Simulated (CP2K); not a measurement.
# GeSe (SMILES [Ge-]#[Se+]): r2SCAN/TZV2P-MOLOPT-SCAN-GTH (core potential)

What is the energy change on altering one bond length of GeSe at r2SCAN/TZV2P-MOLOPT-SCAN-GTH (core potential)? 

The results are computed with CP2K 2026.2.

3 further runs of the same task are left out: 1 that didn't finish, 2 set aside as unsound or not needed.

**1. The system as given**

The species is GeSe (2 atoms), meant as a singlet with charge 0. SMILES: `[Ge-]#[Se+]`. The bond length is the measured one.

Bond lengths: Ge1–Se2 2.135 Å.

**2. The energy at r2SCAN/TZV2P-MOLOPT-SCAN-GTH (core potential)**

Contents of run.inp:

```
&GLOBAL
  PROJECT_NAME run
  RUN_TYPE ENERGY
  PRINT_LEVEL MEDIUM
&END GLOBAL

&FORCE_EVAL
  METHOD QUICKSTEP
  &DFT
    BASIS_SET_FILE_NAME BASIS_MOLOPT_UZH
    POTENTIAL_FILE_NAME POTENTIAL_UZH
    ! Quickstep
    &QS
      METHOD GPW
      EPS_DEFAULT 1.0E-10
    &END QS
    &MGRID
      CUTOFF 550
      REL_CUTOFF 50
      NGRIDS 4
    &END MGRID
    &POISSON
      PERIODIC NONE
      POISSON_SOLVER MULTIPOLE
    &END POISSON
    &SCF
      SCF_GUESS ATOMIC
      EPS_SCF 1.0E-06
      MAX_SCF 40
      &OT
        MINIMIZER DIIS
        PRECONDITIONER FULL_ALL
      &END OT
      &OUTER_SCF
        EPS_SCF 1.0E-06
        MAX_SCF 10
      &END OUTER_SCF
    &END SCF
    ! functional
    &XC
      &XC_FUNCTIONAL
        &MGGA_X_R2SCAN
        &END MGGA_X_R2SCAN
        &MGGA_C_R2SCAN
        &END MGGA_C_R2SCAN
      &END XC_FUNCTIONAL
    &END XC
    &PRINT
      &MOMENTS
        PERIODIC F
        REFERENCE COM
        MAX_MOMENT 1
      &END MOMENTS
      &MO_CUBES
        NLUMO 1
        NHOMO -1
        WRITE_CUBE F
      &END MO_CUBES
      &HIRSHFELD OFF
      &END HIRSHFELD
    &END PRINT
  &END DFT
  &SUBSYS
    &CELL
      ABC 7 7 9.1
      PERIODIC NONE
    &END CELL
    &COORD
      Ge     3.500000     3.500000     3.482685
      Se     3.500000     3.500000     5.617314
    &END COORD
    &KIND Ge
      BASIS_SET TZV2P-MOLOPT-SCAN-GTH-q4
      POTENTIAL GTH-SCAN-q4
    &END KIND
    &KIND Se
      BASIS_SET TZV2P-MOLOPT-SCAN-GTH-q6
      POTENTIAL GTH-SCAN-q6
    &END KIND
  &END SUBSYS
&END FORCE_EVAL
```

Command:

```console
$ OMP_NUM_THREADS=1 cp2k.psmp run.inp > run.out
```

What it wrote:

```text
CP2K| version string:                                       CP2K version 2026.2
[...]
 GLOBAL| Method name                                                        CP2K
[...]
 GLOBAL| Run type                                                         ENERGY
[...]
 DFT| Spin restricted Kohn-Sham (RKS) calculation                            RKS
 DFT| Multiplicity                                                             1
[...]
 DFT| Charge                                                                   0
[...]
 FUNCTIONAL| MGGA_X_R2SCAN:
[...]
 FUNCTIONAL| MGGA_C_R2SCAN:
[...]
 QS| Method:                                                                 GPW
[...]
 QS| Density cutoff [a.u.]:                                                275.0
[...]
 QS| Relative density cutoff [a.u.]:                                        25.0
[...]
                             - Atoms:                                          2
[...]
                             - Spherical basis functions:                     58
[...]
 Number of electrons:                                                         10
[...]
     1 OT DIIS     0.15E+00    1.2     0.28377897       -11.7297212370 -1.17E+01
[...]
     5 OT DIIS     0.15E+00    1.4     0.00000084       -13.4002453861 -4.73E-10
  *** SCF run converged in     5 steps ***
[...]
  Overlap energy of the core charge distribution:               0.00000013245565
  Self energy of the core charge distribution:                -29.15207740033074
  Core Hamiltonian energy:                                      6.34368509967273
  Hartree energy:                                              12.52624036057585
  Exchange-correlation energy:                                 -3.11809357846434
  Total energy:                                               -13.40024538609084
[...]
                     Mulliken Population Analysis
 #  Atom  Element  Kind  Atomic population                           Net charge
       1     Ge       1          3.978340                              0.021660
       2     Se       2          6.021660                             -0.021660
 # Total charge                             10.000000                 -0.000000
[...]
  Dipole moment [Debye]
    X=  0.3027077E-06 Y= -0.2774264E-05 Z= -0.1660823E+01  Total=      1.6608232
[...]
 HOMO - LUMO gap [eV] :    3.708994
 ENERGY| Total FORCE_EVAL ( QS ) energy [hartree]            -13.400245386090845
[...]
```

It took 64 s on 1 thread of Arm Neoverse V1, shared host; peak memory 0.64 GiB.

**3. The distorted shape**

Contents of gas.inp:

```
&GLOBAL
  PROJECT_NAME gas
  RUN_TYPE ENERGY
  PRINT_LEVEL MEDIUM
&END GLOBAL

&FORCE_EVAL
  METHOD Quickstep
  &DFT
    BASIS_SET_FILE_NAME BASIS_MOLOPT_UZH
    POTENTIAL_FILE_NAME POTENTIAL_UZH
    &QS
      METHOD GPW
      EPS_DEFAULT 1.0E-10
    &END QS
    &MGRID
      CUTOFF 550
      REL_CUTOFF 50
      NGRIDS 4
    &END MGRID
    &POISSON
      PERIODIC NONE
      POISSON_SOLVER MULTIPOLE
    &END POISSON
    &SCF
      SCF_GUESS ATOMIC
      EPS_SCF 1.0E-06
      MAX_SCF 100
      ADDED_MOS 10
      &DIAGONALIZATION
        ALGORITHM STANDARD
      &END DIAGONALIZATION
      &MIXING
        METHOD PULAY_MIXING
        ALPHA 0.3
        NBUFFER 8
      &END MIXING
    &END SCF
    &XC
      &XC_FUNCTIONAL
        &MGGA_X_R2SCAN
        &END MGGA_X_R2SCAN
        &MGGA_C_R2SCAN
        &END MGGA_C_R2SCAN
      &END XC_FUNCTIONAL
    &END XC
    &PRINT
      &MOMENTS
        PERIODIC F
        REFERENCE COM
        MAX_MOMENT 1
      &END MOMENTS
      &MO ON
        ENERGIES T
        OCCUPATION_NUMBERS T
        NDIGITS 6
        &EACH
          QS_SCF 0
        &END EACH
        ADD_LAST NUMERIC
      &END MO
      &HIRSHFELD OFF
      &END HIRSHFELD
    &END PRINT
  &END DFT
  &SUBSYS
    &CELL
      ABC 7 7 9.5
      PERIODIC NONE
    &END CELL
    &COORD
      Ge     3.500000     3.500000     3.522600
      Se     3.500000     3.500000     5.977400
    &END COORD
    &KIND Ge
      BASIS_SET TZV2P-MOLOPT-SCAN-GTH-q4
      POTENTIAL GTH-SCAN-q4
    &END KIND
    &KIND Se
      BASIS_SET TZV2P-MOLOPT-SCAN-GTH-q6
      POTENTIAL GTH-SCAN-q6
    &END KIND
  &END SUBSYS
&END FORCE_EVAL
```

Command:

```console
$ OMP_NUM_THREADS=1 cp2k.psmp -i gas.inp > gas.out 2>&1
```

What it wrote:

```text
CP2K| version string:                                       CP2K version 2026.2
[...]
 GLOBAL| Method name                                                        CP2K
[...]
 GLOBAL| Run type                                                         ENERGY
[...]
 DFT| Spin restricted Kohn-Sham (RKS) calculation                            RKS
 DFT| Multiplicity                                                             1
[...]
 DFT| Charge                                                                   0
[...]
 FUNCTIONAL| MGGA_X_R2SCAN:
[...]
 FUNCTIONAL| MGGA_C_R2SCAN:
[...]
 QS| Method:                                                                 GPW
[...]
 QS| Density cutoff [a.u.]:                                                275.0
[...]
 QS| Relative density cutoff [a.u.]:                                        25.0
[...]
                             - Atoms:                                          2
[...]
                             - Spherical basis functions:                     58
[...]
 Number of electrons:                                                         10
[...]
     1 NoMix/Diag. 0.30E+00    1.2     0.47014939       -13.2239090048 -1.32E+01
[...]
    14 Pulay/Diag. 0.30E+00    1.4     0.00000071       -13.3656916891 -9.71E-06
  *** SCF run converged in    14 steps ***
[...]
  Overlap energy of the core charge distribution:               0.00000000064991
  Self energy of the core charge distribution:                -29.15207740033074
  Core Hamiltonian energy:                                      6.16226818299515
  Hartree energy:                                              12.66217383037225
  Exchange-correlation energy:                                 -3.03805630280088
  Total energy:                                               -13.36569168911431
[...]
                     Mulliken Population Analysis
 #  Atom  Element  Kind  Atomic population                           Net charge
       1     Ge       1          3.873872                              0.126128
       2     Se       2          6.126128                             -0.126128
 # Total charge                             10.000000                 -0.000000
[...]
  Dipole moment [Debye]
    X=  0.1448921E-09 Y=  0.1448715E-09 Z= -0.2815193E+01  Total=      2.8151931
 ENERGY| Total FORCE_EVAL ( QS ) energy [hartree]            -13.365691689114307
[...]
```

Run time: 20 s. Hardware: 1 thread of Arm Neoverse V1, shared host; peak memory 1 GiB.

**4. What came out**

At r2SCAN/TZV2P-MOLOPT-SCAN-GTH (core potential):

```
                                                           quantity         value
                                          first shape: total energy  -13.40025 Eh
                                         first shape: dipole moment        1.66 D
                                           first shape: HOMO energy      -6.64 eV
                                           first shape: LUMO energy      -2.93 eV
                                         first shape: HOMO–LUMO gap       3.71 eV
                                      distorted shape: total energy  -13.36569 Eh
                                     distorted shape: dipole moment        2.82 D
                                       distorted shape: HOMO energy      -6.02 eV
                                       distorted shape: LUMO energy      -3.59 eV
                                     distorted shape: HOMO–LUMO gap       2.44 eV
energy change with the Ge1–Se2 bond stretched from 2.135 to 2.455 Å      0.940 eV
```

**Reading.** With the Ge1–Se2 bond stretched from 2.135 to 2.455 Å the energy rises by 0.94 eV (90.7 kJ/mol). The first shape isn't relaxed at this level, so the change isn't measured from a minimum.
